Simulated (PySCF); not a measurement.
# CH8GeSSi: electronic excitations and core binding energies

Wanted: the electronic excitations and core binding energies of CH8GeSSi (`C[SiH2][S][GeH3]`), by calculation.

Programs: PySCF 2.14.0, with density-fitted response routines of our own. Each step states its level of theory. These are calculated values for one molecule in the gas phase, unless marked as measured. Atoms are numbered from 0 throughout.

### 1 The molecule as given

12 atoms, charge 0, multiplicity 1; geometry from: GFN2-xTB.

Bonds of the start (Å): C0–Si1 1.90, Si1–S2 2.17, S2–Ge3 2.19, C0–H4 1.09, C0–H5 1.09, C0–H6 1.09, Si1–H7 1.46, Si1–H8 1.46, Ge3–H9 1.50, Ge3–H10 1.51, Ge3–H11 1.51.

### 2 Ultraviolet spectrum: CAM-B3LYP/def2-SVPD

Job settings and geometry (Å):

```
{"job": {"kind": "uv", "xc": "CAM-B3LYP", "basis": "def2-SVPD", "nstates": 8, "ntriplets": 3}, "charge": 0, "multiplicity": 1}
C     -1.705238     0.542608     0.305217
Si    -0.864270    -1.071195    -0.225702
S      0.959904    -0.637864    -1.315431
Ge     2.126586     0.379625     0.234000
H     -1.123777     1.060106     1.066131
H     -2.691579     0.349387     0.715878
H     -1.821800     1.219469    -0.538056
H     -0.507360    -1.890211     0.934214
H     -1.625606    -1.817417    -1.218437
H      3.494484     0.618071    -0.323768
H      1.524578     1.703009     0.623674
H      2.235276    -0.456273     1.480974
```

With the program's defaults for keys left out, this is: TDDFT CAM-B3LYP/def2-SVPD, vertical, gas phase, core orbitals frozen in the response.

Command:

```
$ OMP_NUM_THREADS=1 python probes_run.py task.json out
```

This one command runs all jobs of the session in turn.

**Question.** This job is followed by: delta-SCF UKS SCAN, pcX-2 on the ionised atom, pcseg-1 elsewhere, spin-free X2C. What will the session give for the following? lowest singlet (CAM-B3LYP/def2-SVPD); brightest single state of those computed; lowest triplet; surface potential, 1st and 99th percentile; C1s binding energies, SCAN/pcX-2; Si1s binding energies, SCAN/pcX-2; Si2p binding energies, SCAN/pcX-2; S1s binding energies, SCAN/pcX-2; S2p binding energies, SCAN/pcX-2.

**Answer**, as computed:

| quantity | value |
| --- | --- |
| lowest singlet (CAM-B3LYP/def2-SVPD) | 5.81 eV (213 nm), f = 0.016 |
| brightest single state of those computed | state 6, 7.34 eV, f = 0.090 |
| lowest triplet | 5.37 eV |
| surface potential, 1st and 99th percentile | -0.88 V and 1.28 V |
| C1s binding energies, SCAN/pcX-2 | C0 290.34 eV |
| Si1s binding energies, SCAN/pcX-2 | Si1 1846.79 eV |
| Si2p binding energies, SCAN/pcX-2 | Si1 107.19 eV |
| S1s binding energies, SCAN/pcX-2 | S2 2476.18 eV |
| S2p binding energies, SCAN/pcX-2 | S2 168.84 eV |

**Reading.** The first singlet state (HOMO→LUMO 0.81, HOMO→LUMO+1 0.10) lies at 5.81 eV and is weak; of the 8 states computed, the strongest absorption comes from state 6 at 7.34 eV. The lowest triplet lies 0.44 eV below the lowest singlet (triplets in Tamm-Dancoff, singlets in full TDDFT).
